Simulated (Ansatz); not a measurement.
# CH4BNO2: a ladder of functionals and wavefunction methods

One table from this session's results is given with a row withheld; the runs are named, their logs left out.

Program: Ansatz 0.2.0, Gaussian basis. Level of theory: functionals in def2-TZVPP, the program's frozen cores in correlated methods. These are calculated values, not measurements.

The runs, in order: LDA (SPW92), PBE-D4, revPBE-D4, BLYP-D4, r2SCAN-D4, B97M-V, PBE0-D4, B3LYP-D4, r2SCANh-D4, r2SCAN0-D4, HSE06-D4, BHLYP-D4, CAM-B3LYP-D4, LC-ωPBE, ωB97X-V, ωB97M-V, B2PLYP, PBE-QIDH; CCSD(T)/def2-SVP; CCSD(T)/def2-TZVPP; MP2/def2-QZVPP; extrapolation to the limit; RPA on PBE.

## Structure used throughout

All runs share one geometry, relaxed beforehand with PBE0-D4 in a triple-zeta def2 set.

SMILES `NB(O)C=O`, 9 atoms, charge 0, spin multiplicity 1.

Atoms are counted from 1 here; the program's logs count them from 0.

Bond lengths: N1–B2 1.394 Å, N1–H6 1.004 Å, N1–H7 1.008 Å, B2–O3 1.366 Å, B2–C4 1.605 Å, O3–H8 0.959 Å, C4–O5 1.211 Å, C4–H9 1.115 Å. Angles: B2–N1–H6 126.7°, B2–N1–H7 118.4°, H6–N1–H7 114.8°, N1–B2–O3 127.1°, N1–B2–C4 116.4°, O3–B2–C4 116.5°, B2–O3–H8 115.3°, B2–C4–O5 121.9°, B2–C4–H9 119.0°, O5–C4–H9 119.0°.

The first run:

Input file in.yaml:

```yaml
crystal:
  periodic: [false, false, false]
  atoms:
    - {symbol: N, position_ang: [0.857712, 0.125255, -0.929397]}
    - {symbol: B, position_ang: [-0.001957, -0.310328, 0.077212]}
    - {symbol: O, position_ang: [-0.163096, -1.589792, 0.526996]}
    - {symbol: C, position_ang: [-0.900733, 0.815689, 0.784906]}
    - {symbol: O, position_ang: [-0.838622, 1.980782, 0.462217]}
    - {symbol: H, position_ang: [1.484994, -0.442153, -1.470722]}
    - {symbol: H, position_ang: [0.870757, 1.106549, -1.157650]}
    - {symbol: H, position_ang: [0.382258, -2.248407, 0.091777]}
    - {symbol: H, position_ang: [-1.602814, 0.516105, 1.597562]}
basis:
  gaussian: {orbitals: def2-TZVPP}
hamiltonian: {xc: lda}
output: {orbitals: {seedname: orbitals}}
```

Steps of the session up to this table: LDA; PBE-D4 (GGA); revPBE-D4 (GGA); BLYP-D4 (GGA); r2SCAN-D4 (meta-GGA); B97M-V (meta-GGA); PBE0-D4 (hybrid); B3LYP-D4 (hybrid); r2SCANh-D4 (hybrid); r2SCAN0-D4 (hybrid); HSE06-D4 (hybrid); BHLYP-D4 (hybrid); CAM-B3LYP-D4 (range-separated); LC-ωPBE (range-separated); ωB97X-V (range-separated); ωB97M-V (range-separated); B2PLYP (double hybrid); PBE-QIDH (double hybrid).

One of the session's tables, all rows but one given; the rest of the session is left out.

```
  functional  HOMO (eV)  gap (eV)
 LDA (SPW92)      -5.43      2.61
      PBE-D4      -5.30      2.75
   revPBE-D4      -5.24      2.79
     BLYP-D4      -5.24      2.82
   r2SCAN-D4      -5.60      3.21
      B97M-V      -5.77      3.47
     PBE0-D4      -6.91      5.45
    B3LYP-D4      -6.69      4.97
  r2SCANh-D4      -6.21      4.23
  r2SCAN0-D4      -7.12      5.75
    HSE06-D4      -6.50      4.65
    BHLYP-D4      -8.50      8.22
CAM-B3LYP-D4          ?         ?
     LC-ωPBE      -9.69     10.71
     ωB97X-V      -9.39     10.31
     ωB97M-V      -9.31     10.14
```

**Question.** Estimate the row for CAM-B3LYP-D4.

The run gave: HOMO (eV): -8.40; gap (eV): 8.15. In the column «HOMO (eV)» it lies between BHLYP-D4 (-8.50) and r2SCAN0-D4 (-7.12).
